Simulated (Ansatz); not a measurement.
Set up this calculation in Ansatz 0.2.0, as the native input.

* Task: single point
* Functional: PBEsol
* Potentials or basis: all-electron LAPW, scalar-relativistic
* Cutoff: 230 eV (chosen from the basis error)
* Basis error allowed: 0.001 eV/atom
* k mesh: 7 × 7 × 7
* Occupations: fermi-dirac, width 0.05 eV
* Spin: no spin polarisation

Ge3Pd:

```
Pd Ge
1.0
     4.14202    0.00000    0.00000
     0.00000    4.14202    0.00000
     0.00000    0.00000    4.14202
Pd Ge
1 3
Direct
  0.00622 0.99586 0.98313
  0.50040 0.49628 0.00006
  0.49946 0.00568 0.49902
  0.00962 0.49349 0.50611
```

The cell comes from a database or a generator and needn't be the stable form of this composition.

The cell isn't the ideal one: atoms moved at random, drawn with an rms of 0.05 Å.

These files were run (other wordings do the same):

input.yaml

```yaml
crystal:
  lattice:
    - [4.142023, 0.0, 0.0]
    - [0.0, 4.142023, 0.0]
    - [0.0, 0.0, 4.142023]
  atoms:
    - { symbol: Pd, position: [0.00622, -0.004141, -0.016869] }
    - { symbol: Ge, position: [0.500399, 0.496279, 5.7e-05] }
    - { symbol: Ge, position: [0.499462, 0.005685, 0.499023] }
    - { symbol: Ge, position: [0.009616, 0.493489, 0.506108] }
kpoints:
  mp_grid: { grid: [7, 7, 7] }
scf:
  occupations: { method: fermi_dirac, width: 0.05 }
hamiltonian:
  xc: pbesol
  pseudopotentials: { kind: all_electron, lapw: { basis_error: 0.001 } }
output:
  forces: true
  stress: true
  eigenvalues: true
  populations: true
```

Potentials or basis: all-electron LAPW, scalar-relativistic.

Command:

```sh
$ ansatz run input.yaml --threads 2 --pin off --max-ram 8192MiB --backend cpu --events-out ev --progress --plain --runs-dir out
```

Results of the run:

| Item | Value |
| --- | --- |
| Pressure | -4.5 GPa |
| Largest force | 0.132 eV/Å |
| Band gap on the k mesh | none (metal or under the smearing width) |
| Loewdin charges | Pd +0.70; Ge -0.16 e |

Caveat: the atomic charges don't sum to the cell's charge.

Run time: 2.3 min on 2 threads of Arm Neoverse V2, with other jobs on the host, peak memory 1.1 GiB.
